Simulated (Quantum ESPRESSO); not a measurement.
A run of Quantum ESPRESSO 7.5 is set up as follows.

The input pw.in:

```
&CONTROL
  calculation = 'scf'
  prefix = 'pwscf'
  outdir = './tmp'
  pseudo_dir = './pseudo'
  tprnfor = .true.
  tstress = .true.
  disk_io = 'low'
/
&SYSTEM
  ibrav = 0
  nat = 4
  ntyp = 3
  ecutwfc = 88
  nbnd = 22
  input_dft = 'pz'
  occupations = 'smearing'
  smearing = 'mp'
  degauss = 0.01469973
/
&ELECTRONS
  conv_thr = 8d-10
  electron_maxstep = 120
  mixing_beta = 0.5
  diagonalization = 'rmm-paro'
/
ATOMIC_SPECIES
Be     9.0122 Be.upf
Sn   118.7100 Sn.upf
Cl    35.4500 Cl.upf
CELL_PARAMETERS angstrom
   1.7228576500    0.9946923300    5.9296073900
  -1.7228576500    0.9946923300    5.9296073900
   0.0000000000   -1.9893846600    5.9296073900
ATOMIC_POSITIONS crystal
Be     0.7689538000    0.7689538000    0.7689538000
Be     0.2310462000    0.2310462000    0.2310462000
Sn     0.0000000000    0.0000000000    0.0000000000
Cl     0.5000000000    0.5000000000    0.5000000000
K_POINTS automatic
9 9 9 1 1 1
```

Contents of pp_density.in:

```
&INPUTPP
  prefix = 'pwscf'
  outdir = './tmp'
  filplot = 'density.dat'
  plot_num = 0
/
&PLOT
  nfile = 1
  filepp(1) = 'density.dat'
  iflag = 3
  output_format = 6
  fileout = 'density.cube'
/
```

pp_potential.in

```
&INPUTPP
  prefix = 'pwscf'
  outdir = './tmp'
  filplot = 'potential.dat'
  plot_num = 11
/
&PLOT
  nfile = 1
  filepp(1) = 'potential.dat'
  iflag = 3
  output_format = 6
  fileout = 'potential.cube'
/
```

The input pp_elf.in:

```
&INPUTPP
  prefix = 'pwscf'
  outdir = './tmp'
  filplot = 'elf.dat'
  plot_num = 8
/
&PLOT
  nfile = 1
  filepp(1) = 'elf.dat'
  iflag = 3
  output_format = 6
  fileout = 'elf.cube'
/
```

Contents of pp_potential_ks.in:

```
&INPUTPP
  prefix = 'pwscf'
  outdir = './tmp'
  filplot = 'potential_ks.dat'
  plot_num = 1
/
&PLOT
  nfile = 1
  filepp(1) = 'potential_ks.dat'
  iflag = 3
  output_format = 6
  fileout = 'potential_ks.cube'
/
```

Potentials or basis: PseudoDojo 0.4.1 SR PBE standard.

Command:

```sh
$ OMP_NUM_THREADS=1 pw.x -in pw.in > pw.out
$ OMP_NUM_THREADS=1 pp.x -in pp_density.in > pp_density.out
$ OMP_NUM_THREADS=1 pp.x -in pp_potential.in > pp_potential.out
$ OMP_NUM_THREADS=1 pp.x -in pp_elf.in > pp_elf.out
$ OMP_NUM_THREADS=1 pp.x -in pp_potential_ks.in > pp_potential_ks.out
```

(1) Predict the largest force.

(2) What does it give for the pressure?

(3) What does it give for the band gap on the k mesh?

Results:

(1) 1.486 eV/Å.

(2) 2.0 GPa.

(3) none (metal or under the smearing width).

Caveat: the potentials were made for another functional, which shifts forces and pressure; an odd number of electrons without spin polarisation forces a metal; a magnetic or distorted state may lie lower.
